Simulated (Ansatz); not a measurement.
# BF3H2Se: small, medium and large basis sets

The task here is to estimate one member of a computed series from the others.

Program: Ansatz 0.2.0, Gaussian basis. Level of theory: one geometry, several basis sets. These are calculated values, not measurements.

The runs, in order: PBE0-D4/def2-SVP; ωB97M-V/def2-SVP; PBE0-D4/def2-QZVPP; ωB97M-V/def2-QZVPP; the functionals' def2-TZVPP values are taken from earlier runs.

## Structure used throughout

The geometry comes from an earlier relaxation with PBE0-D4 in a triple-zeta def2 set; it is a stationary point, not always the lowest conformer.

7 atoms, charge 0, spin multiplicity 1.

Atoms are counted from 1 here; the program's logs count them from 0.

Bond lengths: F1–B2 1.316 Å, B2–F3 1.317 Å, B2–F4 1.316 Å, Se5–H6 1.467 Å, Se5–H7 1.467 Å. Angles: F1–B2–F3 119.7°, F1–B2–F4 119.9°, F3–B2–F4 119.7°, H6–Se5–H7 91.2°.

The first run:

File in.yaml:

```yaml
crystal:
  periodic: [false, false, false]
  atoms:
    - {symbol: F, position_ang: [0.239454, -1.087466, 1.678233]}
    - {symbol: B, position_ang: [0.312819, -1.247318, 0.373759]}
    - {symbol: F, position_ang: [-0.782054, -1.495468, -0.315434]}
    - {symbol: F, position_ang: [1.488180, -1.356481, -0.208694]}
    - {symbol: Se, position_ang: [0.170644, 1.745369, -0.147846]}
    - {symbol: H, position_ang: [-1.264243, 1.810083, 0.151900]}
    - {symbol: H, position_ang: [-0.103600, 1.563180, -1.577716]}
basis:
  gaussian: {orbitals: def2-SVP}
hamiltonian: {xc: pbe0, dispersion: d4}
output: {orbitals: {seedname: orbitals}}
```

Steps of the session up to this table: PBE0-D4 in def2-SVP; ωB97M-V in def2-SVP; PBE0-D4 in def2-QZVPP; ωB97M-V in def2-QZVPP.

One table of the session follows, with a row left open; its other results are not shown here.

It belongs to the step «Density functionals: the series». 

```
functional       basis  HOMO (eV)  LUMO (eV)
   PBE0-D4    def2-SVP      -7.61      -0.03
   PBE0-D4  def2-TZVPP          ?          ?
   PBE0-D4  def2-QZVPP      -7.75      -0.33
   ωB97M-V    def2-SVP      -9.79       2.05
   ωB97M-V  def2-TZVPP      -9.91       1.70
   ωB97M-V  def2-QZVPP      -9.93       1.25
```

Estimate the missing values for PBE0-D4, def2-TZVPP.

The run gave: HOMO (eV): -7.73; LUMO (eV): -0.27. In the column «HOMO (eV)» it lies between PBE0-D4, def2-QZVPP (-7.75) and PBE0-D4, def2-SVP (-7.61).
